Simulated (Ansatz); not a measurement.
# AlAsH4 (triplet): wave-function methods side by side at a displaced geometry (v2), cc-pVDZ

An exercise on one series of results from a longer session: the logs are not shown, and one member is left open.

Computed with Ansatz 0.2.0, Gaussian basis. Level: cc-pVDZ, core rule «outside noble gas», up to 19 orbitals frozen.

To be run: UHF; CCSD(T) on ROHF; CCSD(T) on UHF; BCCD(T) on ROHF; CISD; CCSDT(Q) on ROHF; CCSDT(Q) on UHF.

25 further runs of the same task are left out: 1 for a known fault of the program, 13 that didn't finish, 11 set aside as unsound or not needed.

**The geometry**

The geometry is a PBE0/def2-TZVP stationary point (not a proven minimum) with its atoms shifted at random (size 0.100 Å). No spin-orbit coupling is included. The filled d shell of As may be among the frozen orbitals whatever the setting's name suggests; the logs give the count.

6 atoms, charge 0, spin multiplicity 3.

Atoms are counted from 1 here; the program's logs count them from 0.

Bond lengths: Al1–As2 2.577 Å, Al1–H3 1.702 Å, Al1–H4 1.675 Å, As2–H5 1.458 Å, As2–H6 1.376 Å. Angles: As2–Al1–H3 65.9°, As2–Al1–H4 106.2°, H3–Al1–H4 113.3°, Al1–As2–H5 108.4°, Al1–As2–H6 119.1°, H5–As2–H6 96.8°.

The first run:

in.yaml reads:

```yaml
crystal:
  periodic: [false, false, false]
  atoms:
    - {symbol: Al, position_ang: [0.176418, 0.088969, 1.874527]}
    - {symbol: As, position_ang: [-0.030529, -0.042396, -0.691095]}
    - {symbol: H, position_ang: [-1.061609, 1.059715, 1.226399]}
    - {symbol: H, position_ang: [-0.373200, -1.380121, 2.462590]}
    - {symbol: H, position_ang: [0.258882, 1.275788, -1.243527]}
    - {symbol: H, position_ang: [-1.277335, -0.185623, -1.254625]}
basis:
  gaussian: {orbitals: cc-pVDZ}
magnetization: {spin_polarized: true, initial_magnetization: 2}
hamiltonian: {xc: hf}
output: {orbitals: {seedname: orbitals}}
```

Command:

```bash
ansatz run in.yaml --threads 1 --pin off --events-out ev --progress --plain --max-ram 2393MiB
```

Steps of the session up to this table: UHF; CCSD(T) on ROHF; CCSD(T) on UHF; BCCD(T) on ROHF; CISD; CCSDT(Q) on ROHF; CCSDT(Q) on UHF.

One of the session's tables, all rows but one given; the rest of the session is left out.

```
   method  from UCCSDT(Q) (kcal/mol)
     ROHF                    +137.16
      UHF                    +134.06
     RMP2                     +30.11
     UMP2                     +30.18
     CISD                     +15.31
    RCCSD                          ?
    UCCSD                      +4.21
 RCCSD(T)                      +0.97
 UCCSD(T)                      +0.93
  BCCD(T)                      +0.95
   RCCSDT                      +0.20
   UCCSDT                      +0.14
RCCSDT(Q)                      +0.06
UCCSDT(Q)                          0
```

Q: Estimate the row for RCCSD from the others.

The run gave: from UCCSDT(Q) (kcal/mol): +4.32. In the column «from UCCSDT(Q) (kcal/mol)» it lies between UCCSD (+4.21) and CISD (+15.31).

Limits of these values: Restricted and unrestricted rows rest on different reference determinants; where their highest levels disagree by more than a few hundredths of an eV, they describe different states and don't form one ladder.
